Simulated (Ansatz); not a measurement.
**C₂H₅GeSi radical: how energies converge with the basis set**

Aim: see how fast density functionals converge with the basis set for C₂H₅GeSi radical.

Computed with Ansatz 0.2.0, Gaussian basis. Level: one geometry, several basis sets.

Plan: PBE0-D4/def2-SVP; ωB97M-V/def2-SVP; PBE0-D4/def2-QZVPP; ωB97M-V/def2-QZVPP; the functionals' def2-TZVPP values are taken from earlier runs.

## 1. The relaxed structure

The geometry comes from an earlier relaxation with PBE0-D4 in a triple-zeta def2 set; it is a stationary point, not always the lowest conformer.

SMILES `[SiH2]C#[C][GeH3]`, 9 atoms, charge 0, spin multiplicity 2.

Atoms are counted from 1 here; the program's logs count them from 0.

Bond lengths: Si1–C2 1.801 Å, Si1–H5 1.484 Å, Si1–H6 1.484 Å, C2–C3 1.218 Å, C3–Ge4 1.901 Å, Ge4–H7 1.533 Å, Ge4–H8 1.533 Å, Ge4–H9 1.533 Å. Angles: C2–Si1–H5 111.7°, C2–Si1–H6 111.7°, H5–Si1–H6 112.4°, Si1–C2–C3 174.8°, C2–C3–Ge4 179.2°, C3–Ge4–H7 108.6°, C3–Ge4–H8 108.5°, C3–Ge4–H9 108.5°, H7–Ge4–H8 110.3°, H7–Ge4–H9 110.3°, H8–Ge4–H9 110.5°.

## 2. PBE0-D4 in def2-SVP

in.yaml

```yaml
crystal:
  periodic: [false, false, false]
  atoms:
    - {symbol: Si, position_ang: [0.082094, 2.336532, -1.455874]}
    - {symbol: C, position_ang: [0.032422, 0.807034, -0.505519]}
    - {symbol: C, position_ang: [0.108456, -0.236482, 0.118533]}
    - {symbol: Ge, position_ang: [0.202093, -1.863527, 1.097113]}
    - {symbol: H, position_ang: [-0.734530, 2.241754, -2.691146]}
    - {symbol: H, position_ang: [-0.281929, 3.510563, -0.624708]}
    - {symbol: H, position_ang: [1.629303, -2.414551, 0.994559]}
    - {symbol: H, position_ang: [-0.796592, -2.855513, 0.490478]}
    - {symbol: H, position_ang: [-0.152817, -1.572109, 2.559464]}
basis:
  gaussian: {orbitals: def2-SVP}
magnetization: {spin_polarized: true, initial_magnetization: 1}
hamiltonian: {xc: pbe0, dispersion: d4}
output: {orbitals: {seedname: orbitals}}
```

Further steps of the session: ωB97M-V in def2-SVP; PBE0-D4 in def2-QZVPP; ωB97M-V in def2-QZVPP.

**Question.** What will the summary of the whole plan be? Wanted: PBE0-D4: double and triple zeta above quadruple; ωB97M-V: double and triple zeta above quadruple.

**Answer**, as computed:

| quantity | value |
| --- | --- |
| PBE0-D4: double and triple zeta above quadruple | 13.82, 1.60 eV |
| ωB97M-V: double and triple zeta above quadruple | 13.86, 1.54 eV |

What this shows: For PBE0-D4 the step from double to triple zeta gains 12.22 eV and the next only 1.60 eV. Total energies overstate the basis error of differences, where much of it tends to cancel.
